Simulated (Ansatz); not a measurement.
# SiSnH3ClF radical: geometry optimisation

Aim: relax SiSnH3ClF radical at this level.

Computed with Ansatz 0.2.0. Level: UKS CAM-B3LYP-D4/def2-SVP.

### 1 The starting structure

SMILES `[F][Sn]([SiH3])[Cl]`, 7 atoms, charge 0, spin multiplicity 2.

Atoms are counted from 1 here; the program's logs count them from 0.

Bond lengths: F1–Sn2 1.977 Å, Sn2–Si3 2.697 Å, Sn2–Cl4 2.406 Å, Si3–H5 1.502 Å, Si3–H6 1.502 Å, Si3–H7 1.503 Å. Angles: F1–Sn2–Si3 103.6°, F1–Sn2–Cl4 102.5°, Si3–Sn2–Cl4 101.6°, Sn2–Si3–H5 107.7°, Sn2–Si3–H6 108.5°, Sn2–Si3–H7 106.3°, H5–Si3–H6 111.5°, H5–Si3–H7 111.6°, H6–Si3–H7 110.9°.

Geometry (Å):

```
atom    x (Å)    y (Å)    z (Å)
  F1  -0.2216  -2.6086   0.7721
 Sn2  -1.2379  -0.9294   0.5352
 Si3   0.6805   0.9233   0.1343
 Cl4  -2.1422  -1.1784  -1.6801
  H5   1.5593   0.4368  -0.9826
  H6   1.4542   1.0938   1.4107
  H7  -0.0311   2.1945  -0.2354
```

### 2 Relaxation

input.yaml

```yaml
crystal:
  periodic: [false, false, false]
  atoms:
    - { symbol: F, position_ang: [-0.221596, -2.608614, 0.772135] }
    - { symbol: Sn, position_ang: [-1.237857, -0.929367, 0.535207] }
    - { symbol: Si, position_ang: [0.680523, 0.92326, 0.134318] }
    - { symbol: Cl, position_ang: [-2.142195, -1.178351, -1.680075] }
    - { symbol: H, position_ang: [1.559321, 0.436812, -0.982572] }
    - { symbol: H, position_ang: [1.4542, 1.093823, 1.410682] }
    - { symbol: H, position_ang: [-0.031096, 2.194537, -0.235395] }
magnetization:
  spin_polarized: true
  initial_magnetization: 1
basis:
  gaussian: { orbitals: def2-SVP }
hamiltonian:
  xc: { name: CAM-B3LYP }
  dispersion: d4
output:
  forces: true
relax:
  f_tol: 0.003
  max_steps: 120
```

Started as:

```sh
$ ansatz run input.yaml --threads 1 --pin off --max-ram 2560MiB --backend cpu --events-out ev --progress --plain --runs-dir out
```

**Question.** What will these runs give? Wanted: energy gained; root mean square move; dipole moment.

As calculated:

| quantity | value |
| --- | --- |
| energy gained | 0.0313 eV |
| root mean square move | 0.044 Å |
| dipole moment | 3.87 D |

In words: Bond lengths: F1–Sn2 1.946 Å, Sn2–Si3 2.658 Å, Sn2–Cl4 2.373 Å, Si3–H5 1.485 Å, Si3–H6 1.485 Å, Si3–H7 1.485 Å. Angles: F1–Sn2–Si3 104.2°, F1–Sn2–Cl4 101.8°, Si3–Sn2–Cl4 104.5°, Sn2–Si3–H5 108.1°, Sn2–Si3–H6 107.9°, Sn2–Si3–H7 106.5°, H5–Si3–H6 111.6°, H5–Si3–H7 111.6°, H6–Si3–H7 110.9°. No frequencies were computed here.
